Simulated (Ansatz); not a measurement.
# Li3ClS: a single-point run

Wanted: a converged single-point run for Li3ClS, and a check of what comes out. The structure is shown as the input types it. The cell is built on a prototype (antiperovskite) and needn't be the phase found in nature.

Method: density functional or hybrid calculation with the settings of its input, plane waves (as first typed), in Ansatz 0.2.0.

### Step 1. The structure to begin with

The structure is cubic, space group Pm-3m (No. 221). The conventional cell has a = 4.579 Å, b = 4.579 Å, c = 4.579 Å, α = 90.00°, β = 90.00°, γ = 90.00°. Around Cl (site symmetry m-3m) lie 12 Li at 3.24 Å. S (site symmetry m-3m) has 6 Li at 2.29 Å as nearest neighbours. Around Li (site symmetry 4/mmm) lie 2 S at 2.29 Å and 4 Cl at 3.24 Å and 8 Li at 3.24 Å.

As a file:

```
Cl S Li
1.0
     4.57898    0.00000    0.00000
     0.00000    4.57898    0.00000
     0.00000    0.00000    4.57898
Cl S Li
1 1 3
Direct
  0.00000 0.00000 0.00000
  0.50000 0.50000 0.50000
  0.50000 0.50000 0.00000
  0.50000 0.00000 0.50000
  0.00000 0.50000 0.50000
```

### Step 2. The calculation

Input file input.yaml:

```yaml
crystal:
  lattice:
    - [4.5789803827, 0.0, 0.0]
    - [0.0, 4.5789803827, 0.0]
    - [0.0, 0.0, 4.5789803827]
  atoms:
    - { symbol: Cl, position: [0.0, 0.0, 0.0] }
    - { symbol: S, position: [0.5, 0.5, 0.5] }
    - { symbol: Li, position: [0.5, 0.5, 0.0] }
    - { symbol: Li, position: [0.5, 0.0, 0.5] }
    - { symbol: Li, position: [0.0, 0.5, 0.5] }
kpoints:
  mp_grid: { grid: [4, 4, 4] }
hamiltonian:
  xc: hse06
scf:
  occupations: { method: fixed }
  n_extra_bands: 5
  exx: { max_outer_iter: 2 }
output:
  forces: true
  stress: true
  eigenvalues: true
```

On the command line:

```
$ ansatz run input.yaml --threads 4 --pin off --max-ram 4608MiB --backend cpu --events-out ev --progress --plain --runs-dir out
```

What happens when this is run?

The run converged and reported no error, with warnings (stress exchange threshold loose, stress scf threshold loose). Its log warns: «output.stress: scf.convergence.dr2_threshold = 1e-7 eV (the SCF's general default) is looser than the 5e-10 eV advised for a printed stress (1e-10 eV for each atom of the ...»

In the input, scf.exx.max_outer_iter is 2. What could go wrong: too low a cap on iterations. The run converged, but that does not make its result sound.

Run again and compare: delete scf.exx.max_outer_iter (the default then holds).
